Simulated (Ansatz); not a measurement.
**C8H14O2: how energies converge with the basis set**

The task here is to estimate one member of a computed series from the others.

Program: Ansatz 0.2.0, Gaussian basis. Level of theory: one geometry, several basis sets. These are calculated values, not measurements.

Levels to be run: PBE0-D4/def2-SVP; ωB97M-V/def2-SVP; PBE0-D4/def2-QZVPP; ωB97M-V/def2-QZVPP; the functionals' def2-TZVPP values are taken from earlier runs.

### The relaxed structure

All runs share one geometry, relaxed beforehand with PBE0-D4 in a triple-zeta def2 set.

SMILES `CCCC(C(C)=O)C(C)=O`, 24 atoms, charge 0, spin multiplicity 1.

Atoms are counted from 1 here; the program's logs count them from 0.

Bond lengths: C1–C2 1.520 Å, C1–H11 1.094 Å, C1–H12 1.092 Å, C1–H13 1.092 Å, C2–C3 1.524 Å, C2–H14 1.094 Å, C2–H15 1.096 Å, C3–C4 1.524 Å, C3–H16 1.095 Å, C3–H17 1.092 Å, C4–C5 1.528 Å, C4–C8 1.530 Å, C4–H18 1.092 Å, C5–C6 1.499 Å, C5–O7 1.205 Å, C6–H19 1.088 Å, C6–H20 1.093 Å, C6–H21 1.095 Å and more. Angles: C2–C1–H11 111.0°, C2–C1–H12 111.9°, C2–C1–H13 111.0°, H11–C1–H12 107.8°, H11–C1–H13 107.6°, H12–C1–H13 107.2°, C1–C2–C3 114.1°, C1–C2–H14 109.3°, C1–C2–H15 109.2°, C3–C2–H14 108.1°, C3–C2–H15 110.0°, H14–C2–H15 105.8°, C2–C3–C4 114.0°, C2–C3–H16 109.2°, C2–C3–H17 110.7°, C4–C3–H16 108.0°, C4–C3–H17 109.0°, H16–C3–H17 105.6° and more.

The first run:

The input, in.yaml:

```yaml
crystal:
  periodic: [false, false, false]
  atoms:
    - {symbol: C, position_ang: [0.263377, -0.705591, -2.724088]}
    - {symbol: C, position_ang: [0.040580, -1.540451, -1.473191]}
    - {symbol: C, position_ang: [-0.790454, -0.846165, -0.401351]}
    - {symbol: C, position_ang: [-0.152298, 0.421698, 0.154194]}
    - {symbol: C, position_ang: [-1.051013, 1.101983, 1.185316]}
    - {symbol: C, position_ang: [-0.964957, 2.597730, 1.236352]}
    - {symbol: O, position_ang: [-1.759583, 0.461240, 1.920446]}
    - {symbol: C, position_ang: [1.187802, 0.184779, 0.852638]}
    - {symbol: C, position_ang: [1.270607, -0.969202, 1.808977]}
    - {symbol: O, position_ang: [2.115773, 0.929703, 0.657072]}
    - {symbol: H, position_ang: [-0.688473, -0.375846, -3.150752]}
    - {symbol: H, position_ang: [0.864312, 0.183538, -2.519925]}
    - {symbol: H, position_ang: [0.787870, -1.280525, -3.490062]}
    - {symbol: H, position_ang: [-0.466061, -2.471497, -1.745795]}
    - {symbol: H, position_ang: [1.011656, -1.838462, -1.061313]}
    - {symbol: H, position_ang: [-1.766629, -0.577865, -0.819870]}
    - {symbol: H, position_ang: [-1.002237, -1.528712, 0.424075]}
    - {symbol: H, position_ang: [0.059688, 1.142905, -0.637507]}
    - {symbol: H, position_ang: [-1.493972, 2.980938, 2.106894]}
    - {symbol: H, position_ang: [0.081636, 2.914289, 1.246318]}
    - {symbol: H, position_ang: [-1.409213, 3.012683, 0.326123]}
    - {symbol: H, position_ang: [1.299403, -1.909572, 1.251820]}
    - {symbol: H, position_ang: [0.385423, -1.005714, 2.448288]}
    - {symbol: H, position_ang: [2.176755, -0.881885, 2.405330]}
basis:
  gaussian: {orbitals: def2-SVP}
hamiltonian: {xc: pbe0, dispersion: d4}
output: {orbitals: {seedname: orbitals}}
```

Command:

```console
> ansatz run in.yaml --threads 4 --pin off --events-out ev --progress --plain --max-ram 63488MiB --backend cpu
```

Steps of the session up to this table: PBE0-D4 in def2-SVP; ωB97M-V in def2-SVP; PBE0-D4 in def2-QZVPP; ωB97M-V in def2-QZVPP.

One table of the session follows, with a row left open; its other results are not shown here.

It belongs to the step «Density functionals: the series». 

```
functional       basis  HOMO (eV)
   PBE0-D4    def2-SVP      -7.10
   PBE0-D4  def2-TZVPP      -7.21
   PBE0-D4  def2-QZVPP      -7.24
   ωB97M-V    def2-SVP          ?
   ωB97M-V  def2-TZVPP      -9.59
   ωB97M-V  def2-QZVPP      -9.61
```

**Question.** Estimate the row for ωB97M-V, def2-SVP.

As computed: HOMO (eV): -9.46. In the column «HOMO (eV)» it lies between ωB97M-V, def2-TZVPP (-9.59) and PBE0-D4, def2-QZVPP (-7.24).
